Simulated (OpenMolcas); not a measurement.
**Pt²⁺ in SrF2: CASSCF and CASPT2 levels and susceptibility**

Which state of Pt²⁺ lies lowest among these ligands, how large is the field, and what χT follows?

Method: state-averaged CASSCF and CASPT2, spin-orbit coupling by RASSI with atomic mean-field integrals. Code: OpenMolcas 26.06.

**1. Starting point**

* Species: Pt²⁺ (platinum, Z = 78, 76 electrons)
* Basis: ANO-RCC-VTZP [8s7p5d3f1g], 196 functions with the ligands
* Scalar Hamiltonian: DKH2, point nucleus
* Inactive shells: 1s 2s 2p 3s 3p 3d 4s 4p 4d 4f 5s 5p of the metal, and all ligand shells
* Active space: 8 electrons in 5 orbitals (5d)
* Some configurations of this space: 5d⁸
* Orbitals: optimised for each spin and parity, averaged over all roots

Outer shells as boxes (Hund's rule):

5d8
```
5d [↑↓][↑↓][↑↓][↑ ][↑ ]
```

Pt²⁺ is taken with its 8 nearest fluoride ions at 2.24 Å, on the cation site of SrF2 (a = 5.796 Å). The rest of the host is ab initio model potentials to 7.6 Å and point charges beyond; the distance is set by hand, nothing relaxes, and no local charge compensation is placed. Ligand basis ANO-RCC-VDZP.

```xyz
21

Pt    0.0000    0.0000    0.0000
F     1.2933    1.2933    1.2933
F     1.2933    1.2933   -1.2933
F     1.2933   -1.2933    1.2933
F     1.2933   -1.2933   -1.2933
F    -1.2933    1.2933    1.2933
F    -1.2933    1.2933   -1.2933
F    -1.2933   -1.2933    1.2933
F    -1.2933   -1.2933   -1.2933
Sr    0.0000    2.8980   -2.8980
Sr    0.0000   -2.8980    2.8980
Sr    0.0000    2.8980    2.8980
Sr    0.0000   -2.8980   -2.8980
Sr    2.8980   -2.8980    0.0000
Sr   -2.8980    2.8980    0.0000
Sr    2.8980    0.0000   -2.8980
Sr   -2.8980    0.0000    2.8980
Sr    2.8980    0.0000    2.8980
Sr   -2.8980    0.0000   -2.8980
Sr    2.8980    2.8980    0.0000
Sr   -2.8980   -2.8980    0.0000
```

Each step is its own input file, run in one work folder so that later steps find the files of earlier ones. Labels, J, g values, rates, χT and fits are worked out afterwards by a script from the matrices that RASSI stores.

**2. GATEWAY and SEWARD: basis and integrals**

File a.inp:

```
&GATEWAY
Basis set
Pt.ANO-RCC-VTZP.
Pt1 0.0 0.0 0.0 Angstrom
End of basis
Basis set
F.ANO-RCC-VDZP.
L1 1.293265 1.293265 1.293265 Angstrom
L2 1.293265 1.293265 -1.293265 Angstrom
L3 1.293265 -1.293265 1.293265 Angstrom
L4 1.293265 -1.293265 -1.293265 Angstrom
End of basis
Basis set
Sr.EMB-AIMP.Pascual.0s.0s.ECP.SrF2.
PseudoCharge
* 21 symmetry-unique lattice sites within 7.6 angstrom
End of basis
Basis set
F.EMB-AIMP.Pascual.0s.0s.ECP.SrF2.
PseudoCharge
* 40 symmetry-unique lattice sites within 7.6 angstrom
End of basis
Symmetry
XYZ
AngMom=0.0 0.0 0.0
AMFI
RICD
XField
1348 Angstrom 0
* Evjen-weighted lattice charges
&SEWARD
```

Started as:

```sh
$ OMP_NUM_THREADS=1 MOLCAS_MEM=2457 MOLCAS_PROJECT=a pymolcas a.inp > a.log
```

**3. CASSCF: triplets, 10 roots**

File a.inp:

```
&RASSCF
FileOrb=start.orb
Symmetry=1
Spin=3
nActEl=8 0 0
Inactive=35 39
Ras2=5 0
CIRoot=10 10 1
SDav=10
CIMx=300
Iter=150 100
PrWF=0.3
OrbListing=Nothing
MaxOrb=0
LevShft=1.0
>>> COPY $Project.JobIph JOB001
```

start.orb holds start orbitals that the driver prepared beforehand, or those of the step before.

**4. CASSCF: singlets, 15 roots**

File a.inp:

```
&RASSCF
FileOrb=start.orb
Symmetry=1
Spin=1
nActEl=8 0 0
Inactive=35 39
Ras2=5 0
CIRoot=15 15 1
SDav=15
CIMx=300
Iter=150 100
PrWF=0.3
OrbListing=Nothing
MaxOrb=0
LevShft=1.0
>>> COPY $Project.JobIph JOB002
```

**5. State interaction with spin-orbit coupling**

File a.inp:

```
&RASSI
NrOfJobIphs=2 10 15
1 2 3 4 5 6 7 8 9 10
1 2 3 4 5 6 7 8 9 10 11 12 13 14 15
IphNames
JOB001
JOB002
EJob
SpinOrbit
DIPRint=1.0
SOCoupling=1000.0
Subsets=2
Property=9
'ANGMOM' 1 'ANGMOM' 2 'ANGMOM' 3 'MLTPL  1' 1 'MLTPL  1' 2 'MLTPL  1' 3
'AMFI' 1 'AMFI' 2 'AMFI' 3
SOProperty=3
'ANGMOM' 1 'ANGMOM' 2 'ANGMOM' 3
```

**6. CASPT2: IPEA 0.25, imaginary shift 0.1 (closed shells correlated: 5s 5p of the metal, with ligand shells; the Frozen line counts the rest)**

File a.inp:

```
>>> COPY JOB001 $Project.JobIph
&CASPT2
Multistate=10 1 2 3 4 5 6 7 8 9 10
NoMult
Frozen=18 20
IPEA=0.25
Imaginary=0.1
MaxIter=60
WThr=0.0 0.3 0.05
PrWF=0.5
NoMix
>>> COPY JOB002 $Project.JobIph
&CASPT2
Multistate=15 1 2 3 4 5 6 7 8 9 10 11 12 13 14 15
NoMult
Frozen=18 20
IPEA=0.25
Imaginary=0.1
MaxIter=60
WThr=0.0 0.3 0.05
PrWF=0.5
NoMix
```

**7. CASPT2: IPEA 0.5, imaginary shift 0.1 (closed shells correlated: 5s 5p of the metal, with ligand shells; the Frozen line counts the rest)**

Changes to a.inp since step 6:

```diff
@@ -5,3 +5,3 @@
 Frozen=18 20
-IPEA=0.25
+IPEA=0.5
 Imaginary=0.1
@@ -16,3 +16,3 @@
 Frozen=18 20
-IPEA=0.25
+IPEA=0.5
 Imaginary=0.1
```

(Steps that only read results are left out.)

**Question.** What will these runs give? Wanted: spin-free ground state; first state of the same spin within the active space; lowest level; next level.

As calculated:

| quantity | value |
| --- | --- |
| method | SS-CASPT2, IPEA 0.25, imaginary shift 0.1 (closed shells correlated: 5s 5p of the metal, with ligand shells; the Frozen line counts the rest) |
| spin-free ground state | 3T1, 3-fold in its orbital part |
| first state of the same spin within the active space | 3T2 at 10300 cm⁻¹ |
| lowest level | 1-fold A1 |
| next level | 2217.6 cm⁻¹ |
| χT at 300 K | 0.62 cm³ K/mol |
| effective moment at 300 K | 2.22 μB |

Cost by method:

```csv
method,time of its own steps,time with the reference
A. CASSCF,45 s,45 s
"B. SS-CASPT2, IPEA 0.25, imaginary shift 0.1, +5s 5p",4.4 min,5.1 min
"C. SS-CASPT2, IPEA 0.5, imaginary shift 0.1, +5s 5p",3.8 min,4.5 min
```

Times are of one thread on a shared host.

In words: The spin-free ground state (3T1) is 3-fold and keeps the highest spin of the shell. χT at 300 K is 0.62, against 1.00 cm³ K/mol for the spin alone, so spin-orbit coupling lowers it. A ligand-field fit to the states below 45000 cm-1 gives 10Dq = -12153 cm-1, B = 545 cm-1 and C = 2707 cm-1 (C/B = 4.97), with a deviation of 414 cm-1. CASPT2 does not keep the components of a term degenerate, and the means are used.
